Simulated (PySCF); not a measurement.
# CoO4 ([CoO4]4-): the cost of one run

Programs: PySCF 2.14.0, with routines of our own; each step states its level. All values are computed. Atoms count from 0.

## (1) The starting structure

5 atoms, charge -4, states of the metal's open shell are computed; geometry from: model start, shaken.

## (2) Relaxing the molecule at PBE0-D3(BJ)/def2-TZVP

What the job is given:

```
{"job": {"xc": "PBE0", "basis": "def2-TZVP", "d3": "d3bj", "grid": 1, "maxiter": 45, "solvent": "water", "kind": "geom"}, "charge": -4, "metal": "Co", "open_shell": "d5"}
Co     0.000020     0.004480    -0.004110
O      1.008550     1.015090     1.007040
O     -1.021010    -1.001810     1.014530
O     -1.031220     1.029260    -1.016560
O      1.023490    -1.035870    -1.022350
```

On the command line:

```
OMP_NUM_THREADS=1 python lf_run.py task.json out
```

The driver reads the jobs from task.json and runs them one after another.

Q: Estimate the wall time and peak memory of this first job on 1 thread of Arm Neoverse V1, shared host.

About 92 s, with a peak of 0.93 GiB.
